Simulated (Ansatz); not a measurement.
# Ge: the cost of one run

Method: DFT r2SCAN, spin-orbit coupling, plane waves, PAW, and further levels as typed in the inputs, in Ansatz 0.2.0.

**1. Starting point**

It takes space group I4_1/amd (No. 141, tetragonal). The conventional cell has a = 3.962 Å, b = 3.962 Å, c = 5.884 Å, α = 90.00°, β = 90.00°, γ = 90.00°. Ge (site symmetry -4m2) has 4 Ge at 2.47 Å as nearest neighbours.

Structure file:

```cif
data_structure
_symmetry_space_group_name_H-M 'P 1'
_symmetry_Int_Tables_number 1
_cell_length_a 4.0628
_cell_length_b 4.0628
_cell_length_c 3.9624
_cell_angle_alpha 60.814
_cell_angle_beta 60.814
_cell_angle_gamma 58.371
_cell_volume 46.19
loop_
_atom_site_label
_atom_site_type_symbol
_atom_site_fract_x
_atom_site_fract_y
_atom_site_fract_z
_atom_site_occupancy
Ge1 Ge 0.00000 0.00000 0.00000 1
Ge2 Ge 0.25000 0.25000 0.25000 1
```

**2. Single point: Ge**

Input file input.yaml:

```yaml
crystal:
  lattice:
    - [0.0, 2.801842, 2.94216]
    - [2.801842, 0.0, 2.94216]
    - [2.801842, 2.801842, 0.0]
  atoms:
    - { symbol: Ge, position: [0.0, 0.0, 0.0] }
    - { symbol: Ge, position: [0.25, 0.25, 0.25] }
scf:
  occupations: { method: gaussian, width: 0.01 }
  n_extra_bands: 8
output:
  eigenvalues: true
  eigenstates:
    kpoints: [[0, 0, 0], [0.5, 0.5, 0.5], [0.5, 0, 0]]
    e_range: [-1.2, 1.6]
  write_density: true
  write_potential: true
  elf: true
  volumetric_format: npy
hamiltonian:
  xc: r2scan
  pseudopotentials: { kind: paw_fr }
kpoints:
  mp_grid: { grid: [10, 10, 10] }
magnetization:
  noncollinear: true
  spin_orbit: true
```

On the command line:

```
ansatz run input.yaml --threads 8 --pin off --max-ram 16384MiB --backend cpu --events-out ev --progress --plain --runs-dir out
```

What time and memory should one allow on 8 threads of AMD EPYC 9R14 (Zen 4), shared host?

About 7.1 s, with a peak of 0.97 GiB.
